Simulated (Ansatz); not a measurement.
# C₁₁H₁₃FOTi: how energies converge with the basis set

The task here is to estimate one member of a computed series from the others.

The runs use Ansatz 0.2.0, Gaussian basis; one geometry, several basis sets.

Levels to be run: PBE0-D4/def2-SVP; ωB97M-V/def2-SVP; PBE0-D4/def2-QZVPP; ωB97M-V/def2-QZVPP; the functionals' def2-TZVPP values are taken from earlier runs.

### Structure used throughout

The geometry comes from an earlier relaxation with PBE0-D4 in a triple-zeta def2 set; it is a stationary point, not always the lowest conformer.

SMILES `C[O][Ti]12345678([F])([C@H]9[C@@H]1[C@@H]2[C@@H]3[C@H]94)[C@H]1[C@@H]5[C@@H]6[C@@H]7[C@H]18`, 27 atoms, charge 0, spin multiplicity 1.

Atoms are counted from 1 here; the program's logs count them from 0.

Bond lengths: C1–O2 1.389 Å, C1–H15 1.100 Å, C1–H16 1.098 Å, C1–H17 1.096 Å, O2–Ti3 1.847 Å, Ti3–F4 1.831 Å, Ti3–C5 2.416 Å, Ti3–C6 2.419 Å, Ti3–C7 2.409 Å, Ti3–C8 2.389 Å, Ti3–C9 2.415 Å, Ti3–C10 2.424 Å, Ti3–C11 2.398 Å, Ti3–C12 2.404 Å, Ti3–C13 2.402 Å, Ti3–C14 2.422 Å, C5–C6 1.412 Å, C5–C9 1.404 Å and more. Angles: O2–C1–H15 112.3°, O2–C1–H16 111.3°, O2–C1–H17 109.3°, H15–C1–H16 107.8°, H15–C1–H17 107.7°, H16–C1–H17 108.2°, C1–O2–Ti3 129.0°, O2–Ti3–F4 95.8°, O2–Ti3–C5 92.0°, O2–Ti3–C6 125.8°, O2–Ti3–C7 136.6°, O2–Ti3–C8 105.0°, O2–Ti3–C9 80.6°, O2–Ti3–C10 107.2°, O2–Ti3–C11 134.0°, O2–Ti3–C12 115.4°, O2–Ti3–C13 82.6°, O2–Ti3–C14 78.1° and more.

Geometry (Å):

```xyz
27
charge 0, multiplicity 1
C    -2.30241   -1.27036    1.28131
O    -0.94671   -1.20910    0.98398
Ti   -0.07399   -0.14650   -0.24898
F    -1.19285   -0.52675   -1.64791
C    -1.62437    1.67405    0.09394
C    -0.76429    2.06181   -0.95631
C     0.53171    2.17762   -0.43983
C     0.48197    1.84981    0.93902
C    -0.85562    1.56533    1.26396
C     1.26740   -1.61396   -1.63617
C     1.94664   -0.38437   -1.51832
C     2.32680   -0.23024   -0.16691
C     1.84997   -1.34239    0.54835
C     1.20245   -2.20159   -0.36685
H    -2.63878   -0.40898    1.87613
H    -2.90997   -1.30594    0.36771
H    -2.50522   -2.17644    1.86391
H    -2.67481    1.44812   -0.00408
H    -1.04753    2.17272   -1.99147
H     1.41534    2.44999   -0.99585
H     1.31315    1.84331    1.62682
H    -1.21054    1.25089    2.23323
H     0.79330   -1.98707   -2.53009
H     2.13805    0.31293   -2.32000
H     2.87856    0.60001    0.24448
H     1.92953   -1.49763    1.61357
H     0.67224   -3.10531   -0.11365
```

The first run:

Contents of in.yaml:

```yaml
crystal:
  periodic: [false, false, false]
  atoms:
    - {symbol: C, position_ang: [-2.302408, -1.270360, 1.281306]}
    - {symbol: O, position_ang: [-0.946710, -1.209104, 0.983981]}
    - {symbol: Ti, position_ang: [-0.073992, -0.146496, -0.248984]}
    - {symbol: F, position_ang: [-1.192846, -0.526747, -1.647911]}
    - {symbol: C, position_ang: [-1.624370, 1.674054, 0.093944]}
    - {symbol: C, position_ang: [-0.764294, 2.061814, -0.956309]}
    - {symbol: C, position_ang: [0.531709, 2.177621, -0.439830]}
    - {symbol: C, position_ang: [0.481975, 1.849813, 0.939020]}
    - {symbol: C, position_ang: [-0.855618, 1.565331, 1.263960]}
    - {symbol: C, position_ang: [1.267397, -1.613959, -1.636174]}
    - {symbol: C, position_ang: [1.946637, -0.384365, -1.518320]}
    - {symbol: C, position_ang: [2.326801, -0.230236, -0.166907]}
    - {symbol: C, position_ang: [1.849968, -1.342388, 0.548353]}
    - {symbol: C, position_ang: [1.202450, -2.201592, -0.366851]}
    - {symbol: H, position_ang: [-2.638782, -0.408977, 1.876129]}
    - {symbol: H, position_ang: [-2.909972, -1.305944, 0.367705]}
    - {symbol: H, position_ang: [-2.505221, -2.176444, 1.863910]}
    - {symbol: H, position_ang: [-2.674813, 1.448121, -0.004081]}
    - {symbol: H, position_ang: [-1.047529, 2.172719, -1.991468]}
    - {symbol: H, position_ang: [1.415342, 2.449991, -0.995848]}
    - {symbol: H, position_ang: [1.313152, 1.843310, 1.626820]}
    - {symbol: H, position_ang: [-1.210541, 1.250893, 2.233232]}
    - {symbol: H, position_ang: [0.793298, -1.987070, -2.530088]}
    - {symbol: H, position_ang: [2.138047, 0.312933, -2.320003]}
    - {symbol: H, position_ang: [2.878559, 0.600005, 0.244484]}
    - {symbol: H, position_ang: [1.929533, -1.497630, 1.613572]}
    - {symbol: H, position_ang: [0.672236, -3.105312, -0.113653]}
basis:
  gaussian: {orbitals: def2-SVP}
hamiltonian: {xc: pbe0, dispersion: d4}
output: {orbitals: {seedname: orbitals}}
```

The run is started by

```console
$ ansatz run in.yaml --threads 10 --pin off --events-out ev --progress --plain --max-ram 110592MiB --backend cuda --devices 0, --max-vram 75GiB
```

Among the steps run: PBE0-D4 in def2-SVP; ωB97M-V in def2-SVP; PBE0-D4 in def2-QZVPP; ωB97M-V in def2-QZVPP.

One table of the session follows, with a row left open; its other results are not shown here.

It belongs to the step «Functionals by basis». 

```
functional       basis  HOMO (eV)
   PBE0-D4    def2-SVP      -6.35
   PBE0-D4  def2-TZVPP      -6.36
   PBE0-D4  def2-QZVPP      -6.38
   ωB97M-V    def2-SVP      -8.39
   ωB97M-V  def2-TZVPP      -8.41
   ωB97M-V  def2-QZVPP          ?
```

**Question.** Estimate the row for ωB97M-V, def2-QZVPP.

As computed: HOMO (eV): -8.42. In the column «HOMO (eV)» it is the lowest.
